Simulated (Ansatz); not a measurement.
# Cl2Ge: the cost of one run

Method: PBE0-D4/def2-TZVP structures, single points in def2-TZVPP, no counterpoise correction; program: Ansatz 0.2.0, Gaussian basis.

Levels: SPW92, PBE-D4, BLYP-D4, r2SCAN-D4, B97M-V, PBE0-D4, B3LYP-D4, r2SCAN0-D4, BHLYP-D4, CAM-B3LYP-D4, wB97X-V, wB97M-V, B2PLYP, PBE-QIDH, RPA on PBE, Hartree-Fock, MP2, CCSD, CCSD(T).

Cores are frozen in the correlated methods. Filled d shells of the heavier atoms are correlated. B3LYP uses VWN-RPA correlation. B2PLYP carries no dispersion term here.

94 further runs of the same task are left out: 94 set aside as unsound or not needed.

### Step 1. Where the work starts

The complex: 5 atoms, charge 0, spin multiplicity 1.

Atoms are counted from 1 here; the program's logs count them from 0.

Bond lengths: Ge1–Cl4 2.192 Å, Ge1–Cl5 2.217 Å, Br2–H3 1.426 Å. Angles: Cl4–Ge1–Cl5 99.2°.

Geometry (Å):

```
atom    x (Å)    y (Å)    z (Å)
 Ge1  -0.0842   1.1585  -0.8583
 Br2   0.1138  -1.9415  -0.7231
  H3   0.7463  -1.5903   0.5056
 Cl4  -2.0236   1.1991   0.1623
 Cl5   1.2477   1.1743   0.9136
```

Its parts: GeCl₂ holds atoms 1, 4, 5; HBr holds atoms 2, 3. Each part counts its atoms afresh in its own runs.

### Step 2. Relaxing GeCl₂ alone

Contents of relax-a/in.yaml:

```yaml
crystal:
  periodic: [false, false, false]
  atoms:
    - {symbol: Ge, position_ang: [-0.084193, 1.158530, -0.858314]}
    - {symbol: Cl, position_ang: [-2.023584, 1.199076, 0.162261]}
    - {symbol: Cl, position_ang: [1.247716, 1.174293, 0.913649]}
basis:
  gaussian: {orbitals: def2-TZVP}
hamiltonian: {xc: pbe0, dispersion: d4}
relax: {f_tol: 0.005, max_steps: 200}
```

The run is started by

```bash
ansatz run in.yaml --threads 4 --pin off --events-out ev --progress --plain --max-ram 9574MiB
```

**Question.** How long does this run take on 4 threads of AMD EPYC 9R45, shared host?

About 2.1 s.
